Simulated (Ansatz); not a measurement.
# Si26SbC27 (Moissanite 3C): the cost of one run

Program: Ansatz 0.2.0. Level of theory: DFT, PBE, plane-wave PAW, default files, scalar-relativistic, as far as a step names no other. These are calculated values, not measurements.

### 1 The structure to begin with

The structure is cubic, space group F-43m (No. 216). Conventional cell: a = 13.074 Å, b = 13.074 Å, c = 13.074 Å, α = 90.00°, β = 90.00°, γ = 90.00°. Sb (site symmetry -43m) has 4 C at 1.89 Å as nearest neighbours. Around Si (site symmetry m) lie 4 C at 1.89 Å. Si (site symmetry 3m) is surrounded by 4 C at 1.89 Å. Si (site symmetry 2mm) has 4 C at 1.89 Å as nearest neighbours. C (site symmetry 3m) is surrounded by 1 Sb at 1.89 Å and 3 Si at 1.89 Å. C (site symmetry 2mm) is surrounded by 4 Si at 1.89 Å. C (site symmetry m) has 4 Si at 1.89 Å as nearest neighbours. Only part of the 10 independent sites is listed.

Coordinates:

```xyz
54
Lattice="0.0000 6.5370 6.5370 6.5370 0.0000 6.5370 6.5370 6.5370 0.0000" Properties=species:S:1:pos:R:3 pbc="T T T"
Sb    0.0000    0.0000    0.0000
Si    2.1790    2.1790    0.0000
Si    4.3580    4.3580    0.0000
Si    2.1790    0.0000    2.1790
Si    4.3580    2.1790    2.1790
Si    6.5370    4.3580    2.1790
Si    4.3580    0.0000    4.3580
Si    6.5370    2.1790    4.3580
Si    8.7160    4.3580    4.3580
Si    0.0000    2.1790    2.1790
Si    2.1790    4.3580    2.1790
Si    4.3580    6.5370    2.1790
Si    2.1790    2.1790    4.3580
Si    4.3580    4.3580    4.3580
Si    6.5370    6.5370    4.3580
Si    4.3580    2.1790    6.5370
Si    6.5370    4.3580    6.5370
Si    8.7160    6.5370    6.5370
Si    0.0000    4.3580    4.3580
Si    2.1790    6.5370    4.3580
Si    4.3580    8.7160    4.3580
Si    2.1790    4.3580    6.5370
Si    4.3580    6.5370    6.5370
Si    6.5370    8.7160    6.5370
Si    4.3580    4.3580    8.7160
Si    6.5370    6.5370    8.7160
Si    8.7160    8.7160    8.7160
C     1.0895    1.0895    1.0895
C     3.2685    3.2685    1.0895
C     5.4475    5.4475    1.0895
C     3.2685    1.0895    3.2685
C     5.4475    3.2685    3.2685
C     7.6265    5.4475    3.2685
C     5.4475    1.0895    5.4475
C     7.6265    3.2685    5.4475
C     9.8055    5.4475    5.4475
C     1.0895    3.2685    3.2685
C     3.2685    5.4475    3.2685
C     5.4475    7.6265    3.2685
C     3.2685    3.2685    5.4475
C     5.4475    5.4475    5.4475
C     7.6265    7.6265    5.4475
C     5.4475    3.2685    7.6265
C     7.6265    5.4475    7.6265
C     9.8055    7.6265    7.6265
C     1.0895    5.4475    5.4475
C     3.2685    7.6265    5.4475
C     5.4475    9.8055    5.4475
C     3.2685    5.4475    7.6265
C     5.4475    7.6265    7.6265
C     7.6265    9.8055    7.6265
C     5.4475    5.4475    9.8055
C     7.6265    7.6265    9.8055
C     9.8055    9.8055    9.8055
```

Atom 1 of the input is the impurity.

### 2 First run, atoms as given

input.yaml reads:

```yaml
crystal:
  lattice:
    - [0.0, 6.537, 6.537]
    - [6.537, 0.0, 6.537]
    - [6.537, 6.537, 0.0]
  atoms:
    - { symbol: Sb, position: [0.0, 0.0, 0.0] }
    - { symbol: Si, position: [0.0, 0.0, 0.3333333333] }
    - { symbol: Si, position: [0.0, 0.0, 0.6666666667] }
    - { symbol: Si, position: [0.0, 0.3333333333, 0.0] }
    - { symbol: Si, position: [0.0, 0.3333333333, 0.3333333333] }
    - { symbol: Si, position: [0.0, 0.3333333333, 0.6666666667] }
    - { symbol: Si, position: [0.0, 0.6666666667, 0.0] }
    - { symbol: Si, position: [0.0, 0.6666666667, 0.3333333333] }
    - { symbol: Si, position: [0.0, 0.6666666667, 0.6666666667] }
    - { symbol: Si, position: [0.3333333333, 0.0, 0.0] }
    - { symbol: Si, position: [0.3333333333, 0.0, 0.3333333333] }
    - { symbol: Si, position: [0.3333333333, 0.0, 0.6666666667] }
    - { symbol: Si, position: [0.3333333333, 0.3333333333, 0.0] }
    - { symbol: Si, position: [0.3333333333, 0.3333333333, 0.3333333333] }
    - { symbol: Si, position: [0.3333333333, 0.3333333333, 0.6666666667] }
    - { symbol: Si, position: [0.3333333333, 0.6666666667, 0.0] }
    - { symbol: Si, position: [0.3333333333, 0.6666666667, 0.3333333333] }
    - { symbol: Si, position: [0.3333333333, 0.6666666667, 0.6666666667] }
    - { symbol: Si, position: [0.6666666667, 0.0, 0.0] }
    - { symbol: Si, position: [0.6666666667, 0.0, 0.3333333333] }
    - { symbol: Si, position: [0.6666666667, 0.0, 0.6666666667] }
    - { symbol: Si, position: [0.6666666667, 0.3333333333, 0.0] }
    - { symbol: Si, position: [0.6666666667, 0.3333333333, 0.3333333333] }
    - { symbol: Si, position: [0.6666666667, 0.3333333333, 0.6666666667] }
    - { symbol: Si, position: [0.6666666667, 0.6666666667, 0.0] }
    - { symbol: Si, position: [0.6666666667, 0.6666666667, 0.3333333333] }
    - { symbol: Si, position: [0.6666666667, 0.6666666667, 0.6666666667] }
    - { symbol: C, position: [0.0833333333, 0.0833333333, 0.0833333333] }
    - { symbol: C, position: [0.0833333333, 0.0833333333, 0.4166666667] }
    - { symbol: C, position: [0.0833333333, 0.0833333333, 0.75] }
    - { symbol: C, position: [0.0833333333, 0.4166666667, 0.0833333333] }
    - { symbol: C, position: [0.0833333333, 0.4166666667, 0.4166666667] }
    - { symbol: C, position: [0.0833333333, 0.4166666667, 0.75] }
    - { symbol: C, position: [0.0833333333, 0.75, 0.0833333333] }
    - { symbol: C, position: [0.0833333333, 0.75, 0.4166666667] }
    - { symbol: C, position: [0.0833333333, 0.75, 0.75] }
    - { symbol: C, position: [0.4166666667, 0.0833333333, 0.0833333333] }
    - { symbol: C, position: [0.4166666667, 0.0833333333, 0.4166666667] }
    - { symbol: C, position: [0.4166666667, 0.0833333333, 0.75] }
    - { symbol: C, position: [0.4166666667, 0.4166666667, 0.0833333333] }
    - { symbol: C, position: [0.4166666667, 0.4166666667, 0.4166666667] }
    - { symbol: C, position: [0.4166666667, 0.4166666667, 0.75] }
    - { symbol: C, position: [0.4166666667, 0.75, 0.0833333333] }
    - { symbol: C, position: [0.4166666667, 0.75, 0.4166666667] }
    - { symbol: C, position: [0.4166666667, 0.75, 0.75] }
    - { symbol: C, position: [0.75, 0.0833333333, 0.0833333333] }
    - { symbol: C, position: [0.75, 0.0833333333, 0.4166666667] }
    - { symbol: C, position: [0.75, 0.0833333333, 0.75] }
    - { symbol: C, position: [0.75, 0.4166666667, 0.0833333333] }
    - { symbol: C, position: [0.75, 0.4166666667, 0.4166666667] }
    - { symbol: C, position: [0.75, 0.4166666667, 0.75] }
    - { symbol: C, position: [0.75, 0.75, 0.0833333333] }
    - { symbol: C, position: [0.75, 0.75, 0.4166666667] }
    - { symbol: C, position: [0.75, 0.75, 0.75] }
total_charge: -1
kpoints:
  mp_grid: { grid: [3, 3, 3] }
scf:
  occupations: { method: fermi_dirac, width: 0.01 }
hamiltonian:
  xc: pbe
  pseudopotentials: { kind: paw }
output:
  forces: true
  stress: true
  populations: true
  efg: { quadrupole_moments_barn: { Sb: -0.543 }, contact_densities: true }
```

Started as:

```console
$ ansatz run input.yaml --threads 1 --pin off --max-ram 3072MiB --backend cpu --events-out ev --progress --plain --runs-dir out
```

**Question.** How long does this run take on 1 thread of Arm Neoverse V2, shared host, and how much memory does it need?

About 62 s, with a peak of 1 GiB.
